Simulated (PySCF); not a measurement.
**CH6FNOSi (SMILES NC(F)O[SiH3]) at MP2/6-311+G(d,p)**

What is the vertical singlet–triplet gap of CH6FNOSi at MP2/6-311+G**? Input form: a Python script.

The calculation is run with PySCF 2.14.0.

### Step 1. The structure to begin with

CH6FNOSi has 11 atoms, charge 0, and is taken as a singlet. SMILES: `NC(F)O[SiH3]`. The shape is that of a PBE0-D4/def2-TZVP optimisation. This is one conformer, not always the lowest.

Bond lengths: N1–C2 1.398 Å, C2–F3 1.415 Å, C2–O4 1.367 Å, O4–Si5 1.661 Å, N1–H6 1.012 Å, N1–H7 1.010 Å, C2–H8 1.096 Å, Si5–H9 1.482 Å, Si5–H10 1.480 Å, Si5–H11 1.487 Å. Some angles: N1–C2–F3 112.5°, N1–C2–O4 109.5°, F3–C2–O4 107.4°, C2–O4–Si5 123.4°, N1–C2–H8 110.8°, F3–C2–H8 104.0°, O4–C2–H8 112.6°, C2–N1–H6 111.1°, C2–N1–H7 111.8°, O4–Si5–H9 111.8°.

### Step 2. A single-point energy at MP2/6-311+G(d,p)

Contents of calc.py:

```python
from pyscf import gto, scf, mp

molecule = gto.M(
    atom=[
    ('N', (-0.144000, -1.360100, 1.536300)),
    ('C', (0.302100, -0.710900, 0.381400)),
    ('F', (-0.130800, -1.354100, -0.802100)),
    ('O', (-0.189100, 0.564500, 0.355900)),
    ('Si', (-0.073700, 1.562200, -0.966600)),
    ('H', (-1.151700, -1.310600, 1.615900)),
    ('H', (0.167600, -2.320000, 1.570800)),
    ('H', (1.396100, -0.741800, 0.315100)),
    ('H', (-1.091700, 1.236800, -1.993000)),
    ('H', (-0.305800, 2.924600, -0.436400)),
    ('H', (1.286400, 1.452300, -1.556700)),
],
    basis='6-311+g**',
    verbose=4,
    max_memory=1860,
)

mf = scf.RHF(molecule)
mf.conv_tol = 1e-10
mf.kernel()
if not mf.converged:
    mf = mf.newton().run(mf.mo_coeff, mf.mo_occ)

pt = mp.MP2(mf, frozen=9).run()
e_tot = pt.e_tot
print('E = %.10f Eh' % e_tot)
```

Run with:

```sh
$ OMP_NUM_THREADS=1 python calc.py
```

The log of the run:

```text
PySCF version 2.14.0

[INPUT] num. atoms = 11
[INPUT] num. electrons = 50
[INPUT] charge = 0
[INPUT] spin (= nelec alpha-beta = 2S) = 0
[INPUT] symmetry False subgroup None
[INPUT] Mole.unit = angstrom
[INPUT] Symbol           X                Y                Z      unit          X                Y                Z       unit  Magmom
[INPUT]  1 N     -0.144000000000  -1.360100000000   1.536300000000 AA   -0.272120561937  -2.570216502021   2.903186245169 Bohr   0.0
[INPUT]  2 C      0.302100000000  -0.710900000000   0.381400000000 AA    0.570886262231  -1.343406301953   0.720741543909 Bohr   0.0
[INPUT]  3 F     -0.130800000000  -1.354100000000  -0.802100000000 AA   -0.247176177093  -2.558878145274  -1.515749324514 Bohr   0.0
[INPUT]  4 O     -0.189100000000   0.564500000000   0.355900000000 AA   -0.357347210155   1.066750397317   0.672553527733 Bohr   0.0
[INPUT]  5 Si    -0.073700000000   1.562200000000  -0.966600000000 AA   -0.139272815380   2.952130151796  -1.826609272005 Bohr   0.0
[INPUT]  6 H     -1.151700000000  -1.310600000000   1.615900000000 AA   -2.176397577662  -2.476675058855   3.053608444685 Bohr   0.0
[INPUT]  7 H      0.167600000000  -2.320000000000   1.570800000000 AA    0.316718098477  -4.384164608991   2.968381796467 Bohr   0.0
[INPUT]  8 H      1.396100000000  -0.741800000000   0.315100000000 AA    2.638246642505  -1.401798839202   0.595452701850 Bohr   0.0
[INPUT]  9 H     -1.091700000000   1.236800000000  -1.993000000000 AA   -2.063014010188   2.337213270862  -3.766224166258 Bohr   0.0
[INPUT] 10 H     -0.305800000000   2.924600000000  -0.436400000000 AA   -0.577878248892   5.526693023903  -0.824676480760 Bohr   0.0
[INPUT] 11 H      1.286400000000   1.452300000000  -1.556700000000 AA    2.430943686640   2.744449250706  -2.941736658110 Bohr   0.0

nuclear repulsion = 251.819842973178
number of shells = 78
number of NR pGTOs = 237
number of NR cGTOs = 154
basis = 6-311+g**
ecp = {}

******** <class 'pyscf.scf.hf.RHF'> ********
method = RHF
initial guess = minao
damping factor = 0
level_shift factor = 0
DIIS = <class 'pyscf.scf.diis.CDIIS'>
diis_start_cycle = 1
diis_space = 8
diis_damp = 0
SCF conv_tol = 1e-10
SCF conv_tol_grad = None
SCF max_cycles = 50
direct_scf = True
direct_scf_tol = 1e-13
Set gradient conv threshold to 1e-05
Initial guess from minao.
init E= -559.670618464612
  HOMO = -0.317867678400568  LUMO = 0.0412200740899556  gap/eV = 9.77128
cycle= 1 E= -559.037315422906  delta_E= 0.633  |g|= 0.774  |ddm|=  2.5
  HOMO = -0.445449527806057  LUMO = 0.0589349718531594  gap/eV = 13.72500
cycle= 2 E= -559.136488537382  delta_E= -0.0992  |g|= 0.452  |ddm|= 0.829
  HOMO = -0.4446415642617  LUMO = 0.0618823293759173  gap/eV = 13.78322
cycle= 3 E= -559.168283888571  delta_E= -0.0318  |g|= 0.0622  |ddm|= 0.278
  HOMO = -0.443885066130815  LUMO = 0.0632544312459657  gap/eV = 13.79997
cycle= 4 E= -559.169635336063  delta_E= -0.00135  |g|= 0.0178  |ddm|= 0.0928
  HOMO = -0.443146153876804  LUMO = 0.0631576036727224  gap/eV = 13.77723
cycle= 5 E= -559.169744284939  delta_E= -0.000109  |g|= 0.00472  |ddm|= 0.028
  HOMO = -0.443927109108745  LUMO = 0.0630856373386257  gap/eV = 13.79652
cycle= 6 E= -559.169753614886  delta_E= -9.33e-06  |g|= 0.00151  |ddm|= 0.00946
  HOMO = -0.4437522616571  LUMO = 0.0630853123596511  gap/eV = 13.79175
cycle= 7 E= -559.169754685006  delta_E= -1.07e-06  |g|= 0.000433  |ddm|= 0.00295
  HOMO = -0.443854311343573  LUMO = 0.0630859681442509  gap/eV = 13.79455
cycle= 8 E= -559.169754781665  delta_E= -9.67e-08  |g|= 0.000124  |ddm|= 0.000919
  HOMO = -0.443821088469957  LUMO = 0.0630847333156995  gap/eV = 13.79361
cycle= 9 E= -559.169754788022  delta_E= -6.36e-09  |g|= 3.58e-05  |ddm|= 0.000293
  HOMO = -0.443828195405207  LUMO = 0.0630848052769299  gap/eV = 13.79381
cycle= 10 E= -559.169754788598  delta_E= -5.77e-10  |g|= 8.89e-06  |ddm|= 0.000104
  HOMO = -0.443827935438965  LUMO = 0.0630849387902463  gap/eV = 13.79380
cycle= 11 E= -559.169754788638  delta_E= -3.98e-11  |g|= 3.39e-06  |ddm|= 2.77e-05
  HOMO = -0.443827537751785  LUMO = 0.0630849429486235  gap/eV = 13.79379
Extra cycle  E= -559.169754788642  delta_E= -3.52e-12  |g|= 2.08e-06  |ddm|= 4.94e-06
converged SCF energy = -559.169754788642

******** <class 'pyscf.mp.mp2.RMP2'> ********
nocc = 16, nmo = 145
frozen orbitals 9
E(RMP2) = -560.007371827567  E_corr = -0.837617038924881
E(SCS-RMP2) = -559.994797001902  E_corr = -0.825042213260136
E_corr(same-spin) = -0.207805653980448
E_corr(oppo-spin) = -0.629811384944434
E = -560.0073718276 Eh
```

Wall time 14 s (1 thread of Arm Neoverse N1, shared host); peak memory 0.86 GiB.

### Step 3. The triplet

Contents of input.py:

```python
from pyscf import gto, scf, mp

mol = gto.Mole()
mol.atom = '''
N     -0.144000    -1.360100     1.536300
C      0.302100    -0.710900     0.381400
F     -0.130800    -1.354100    -0.802100
O     -0.189100     0.564500     0.355900
Si    -0.073700     1.562200    -0.966600
H     -1.151700    -1.310600     1.615900
H      0.167600    -2.320000     1.570800
H      1.396100    -0.741800     0.315100
H     -1.091700     1.236800    -1.993000
H     -0.305800     2.924600    -0.436400
H      1.286400     1.452300    -1.556700
'''
mol.verbose = 3
mol.spin = 2
mol.basis = '6-311+g**'
mol.max_memory = 1860
mol.build()

calc0 = scf.UHF(mol)
calc0.conv_tol = 1e-10
calc0.kernel()
if not calc0.converged:
    calc0 = calc0.newton().run(calc0.mo_coeff, calc0.mo_occ)

pt = mp.MP2(calc0, frozen=9).run()
energy = pt.e_tot
print(f'total energy: {energy:.8f} hartree')
```

Run with:

```sh
$ OMP_NUM_THREADS=1 python input.py
```

The log of the run:

```text
WARN: HOMO 0.0412200740899556 >= LUMO -0.317867678400568

WARN: HOMO -0.0981465436236988 >= LUMO -0.320964434674167

WARN: HOMO -0.0951641599286006 >= LUMO -0.139866546859977

converged SCF energy = -558.94114256393  <S^2> = 2.0098251  2S+1 = 3.0065429
E(UMP2) = -559.743210970302  E_corr = -0.802068406372009
E(SCS-UMP2) = -559.730036463115  E_corr = -0.788893899185391
total energy: -559.74321097 hartree
```

Wall time 63 s (1 thread of Arm Neoverse N1, shared host); peak memory 1.2 GiB.

### Step 4. Outcome

Level: MP2/6-311+G**, 9 core orbitals frozen.

| quantity | value |
| --- | --- |
| singlet: total energy | -560.00737 Eh |
| singlet: dipole moment (Hartree–Fock density) | 0.65 D |
| singlet: HOMO energy (Hartree–Fock orbitals) | -12.08 eV |
| singlet: LUMO energy (Hartree–Fock orbitals) | 1.72 eV |
| singlet: HOMO–LUMO gap (Hartree–Fock orbitals) | 13.79 eV |
| singlet: correlation energy (9 core orbitals frozen) | -837.6 mEh |
| triplet: total energy | -559.74321 Eh |
| triplet: dipole moment (Hartree–Fock density) | 4.93 D |
| triplet: HOMO energy (Hartree–Fock orbitals) (highest over α and β) | -3.50 eV |
| triplet: LUMO energy (Hartree–Fock orbitals) (lowest over α and β) | -1.73 eV |
| triplet: correlation energy (9 core orbitals frozen) | -802.1 mEh |
| triplet: ⟨S²⟩ of the reference determinant | 2.010 |
| vertical energy of the triplet above the singlet | 7.188 eV |

In words: At this shape the triplet lies 7.19 eV (694 kJ/mol) above the singlet.
